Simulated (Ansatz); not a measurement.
# CH₄O₃Si: a ladder of functionals and wavefunction methods

An exercise on one series of results from a longer session: the logs are not shown, and one member is left open.

Method: functionals in def2-TZVPP, the program's frozen cores in correlated methods; program: Ansatz 0.2.0, Gaussian basis.

Levels to be run: LDA (SPW92), PBE-D4, revPBE-D4, BLYP-D4, r2SCAN-D4, B97M-V, PBE0-D4, B3LYP-D4, r2SCANh-D4, r2SCAN0-D4, HSE06-D4, BHLYP-D4, CAM-B3LYP-D4, LC-ωPBE, ωB97X-V, ωB97M-V, B2PLYP, PBE-QIDH; CCSD(T)/def2-SVP; CCSD(T)/def2-TZVPP; MP2/def2-QZVPP; extrapolation to the limit; RPA on PBE.

## The relaxed structure

All runs share one geometry, relaxed beforehand with PBE0-D4 in a triple-zeta def2 set.

9 atoms, charge 0, spin multiplicity 1.

Atoms are counted from 1 here; the program's logs count them from 0.

Bond lengths: O1–Si2 1.619 Å, O1–H6 0.959 Å, Si2–O3 1.664 Å, Si2–O5 1.664 Å, Si2–H7 1.470 Å, O3–C4 1.428 Å, C4–O5 1.428 Å, C4–H8 1.095 Å, C4–H9 1.094 Å. Angles: Si2–O1–H6 118.7°, O1–Si2–O3 117.8°, O1–Si2–O5 117.8°, O1–Si2–H7 104.3°, O3–Si2–O5 82.9°, O3–Si2–H7 116.9°, O5–Si2–H7 116.9°, Si2–O3–C4 88.0°, O3–C4–O5 101.0°, O3–C4–H8 111.2°, O3–C4–H9 111.0°, O5–C4–H8 111.2°, O5–C4–H9 111.0°, H8–C4–H9 111.0°, Si2–O5–C4 88.0°.

Set-up of the first run:

Contents of in.yaml:

```yaml
crystal:
  periodic: [false, false, false]
  atoms:
    - {symbol: O, position_ang: [1.147612, -1.571389, 0.887848]}
    - {symbol: Si, position_ang: [-0.132921, -0.848714, 0.209934]}
    - {symbol: O, position_ang: [-0.591318, 0.637147, 0.803086]}
    - {symbol: C, position_ang: [-0.357300, 1.174506, -0.498672]}
    - {symbol: O, position_ang: [0.113868, 0.017455, -1.189562]}
    - {symbol: H, position_ang: [1.951045, -1.062276, 1.013844]}
    - {symbol: H, position_ang: [-1.162957, -1.896740, 0.171337]}
    - {symbol: H, position_ang: [0.406213, 1.958369, -0.472243]}
    - {symbol: H, position_ang: [-1.285842, 1.545242, -0.942573]}
basis:
  gaussian: {orbitals: def2-TZVPP}
hamiltonian: {xc: lda}
output: {orbitals: {seedname: orbitals}}
```

Started as:

```sh
> ansatz run in.yaml --threads 2 --pin off --events-out ev --progress --plain --max-ram 4352MiB
```

Among the steps run: LDA; PBE-D4 (GGA); revPBE-D4 (GGA); BLYP-D4 (GGA); r2SCAN-D4 (meta-GGA); B97M-V (meta-GGA); PBE0-D4 (hybrid); B3LYP-D4 (hybrid); r2SCANh-D4 (hybrid); r2SCAN0-D4 (hybrid); HSE06-D4 (hybrid); BHLYP-D4 (hybrid); CAM-B3LYP-D4 (range-separated); LC-ωPBE (range-separated); ωB97X-V (range-separated); ωB97M-V (range-separated); B2PLYP (double hybrid); PBE-QIDH (double hybrid).

One of the session's tables, all rows but one given; the rest of the session is left out.

| functional | HOMO (eV) | LUMO (eV) | gap (eV) |
| --- | --- | --- | --- |
| LDA (SPW92) | -6.90 | -0.61 | 6.29 |
| PBE-D4 | -6.78 | -0.33 | 6.45 |
| revPBE-D4 | -6.73 | -0.20 | 6.52 |
| BLYP-D4 | -6.71 | -0.25 | 6.46 |
| r2SCAN-D4 | -7.10 | 0.12 | 7.22 |
| B97M-V | -7.22 | -0.06 | 7.16 |
| PBE0-D4 | -8.34 | 0.62 | 8.96 |
| B3LYP-D4 | ? | ? | ? |
| r2SCANh-D4 | -7.68 | 0.44 | 8.12 |
| r2SCAN0-D4 | -8.57 | 0.90 | 9.47 |
| HSE06-D4 | -7.93 | 0.25 | 8.18 |
| BHLYP-D4 | -9.88 | 1.35 | 11.23 |
| CAM-B3LYP-D4 | -9.82 | 1.48 | 11.30 |
| LC-ωPBE | -11.16 | 2.85 | 14.01 |
| ωB97X-V | -10.82 | 2.64 | 13.46 |
| ωB97M-V | -10.73 | 2.17 | 12.90 |

**Question.** Estimate the row for B3LYP-D4.

Worked estimate for «HOMO (eV)». Against the share of exact exchange, BLYP-D4 (0, -6.71), BHLYP-D4 (0.5, -9.88) give a slope of -6.34 per unit share; at 0.2 the line stands at -7.98.

The run gave: HOMO (eV): -8.12; LUMO (eV): 0.32; gap (eV): 8.44. In «HOMO (eV)» the line misses by +0.14.
